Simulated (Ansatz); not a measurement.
# MoSe in Ansatz: convergence with k mesh

Input of the first run (k mesh 3 × 3 × 2); the others differ in this setting and in those tied to it:

Contents of input.yaml:

```yaml
crystal:
  lattice:
    - [3.47066859, 0.0, 0.0]
    - [-1.7353343, 3.00568717, 0.0]
    - [0.0, 0.0, 4.37279534]
  atoms:
    - { symbol: Mo, position: [0.663888, 0.337493, 0.019878] }
    - { symbol: Se, position: [0.354963, 0.686462, 0.118412] }
hamiltonian:
  xc: r2scan
  pseudopotentials: { kind: nc, accuracy: standard }
  hubbard: { sites: [{ species: Mo, l: d, u_eff: 5.3 }] }
kpoints:
  mp_grid: { grid: [3, 3, 2] }
scf:
  occupations: { method: methfessel_paxton, width: 0.05 }
output:
  forces: true
  stress: true
  eigenvalues: true
```

Potentials or basis: PseudoDojo standard (PBE files).

The run is started by

```bash
$ ansatz run input.yaml --threads 2 --pin off --max-ram 5632MiB --backend cpu --events-out ev --progress --plain --runs-dir out
```

The cell isn't the ideal one: atoms moved at random, drawn with an rms of 0.05 Å.

The cell was built by a generator and needn't be a form met in nature.

Hardware: 2 threads of Arm Neoverse V2, on a shared host.

Task: The values tried are 3 × 3 × 2, 3 × 3 × 3, 4 × 4 × 3, 5 × 5 × 4, 6 × 6 × 5, 8 × 8 × 6, 10 × 10 × 7, 12 × 12 × 8, 14 × 14 × 10, loosest first. From which on does the energy stay within 1 meV/atom of the tightest run that finished?

Result: From 12 × 12 × 8 on.

| k mesh | energy less the tightest run, at zero smearing (meV/atom) | pressure (GPa) | largest force (eV/Å) | gap on the mesh (eV) | SCF cycles | CPU time (s) | peak memory (GiB) |
| --- | --- | --- | --- | --- | --- | --- | --- |
| 3 × 3 × 2 | -118.09 | 69.40 | 9.030 | 0.220 | 13 | 16 | 0.54 |
| 3 × 3 × 3 | -107.75 | 69.72 | 9.100 | 0.090 | 13 | 18 | 0.55 |
| 4 × 4 × 3 | -23.40 | 71.48 | 7.246 | 0.334 | 15 | 28 | 0.6 |
| 5 × 5 × 4 | 8.72 | 70.47 | 8.460 | 0.000 | 13 | 39 | 0.69 |
| 6 × 6 × 5 | -14.09 | 70.95 | 7.756 | 0.000 | 14 | 70 | 0.85 |
| 8 × 8 × 6 | -6.08 | 70.79 | 7.989 | 0.000 | 14 | 150 | 1.2 |
| 10 × 10 × 7 | -1.65 | 70.85 | 8.050 | 0.000 | 14 | 230 | 1.8 |
| 12 × 12 × 8 | -0.01 | 70.94 | 8.026 | 0.000 | 15 | 420 | 2.7 |
| 14 × 14 × 10 | 0.00 | 70.96 | 7.968 | 0.000 | 14 | 670 | 4.3 |

Against the tightest run, the pressure stays within 0.1 GPa from 12 × 12 × 8 on; the gap on the mesh stays within 0.01 eV from 5 × 5 × 4 on. Not settled before the last step: the largest force (to 0.005 eV/Å). Meshes of other sizes hit other points, so gaps and Fermi surfaces needn't settle smoothly. The tightest run that finished is the yardstick and may itself not be fully converged.

Caveat, for the tightest run too: the meta-GGA runs on potentials made for a GGA; the potentials were made for another functional, which shifts forces and pressure; U without spin polarisation on a metal has little footing.
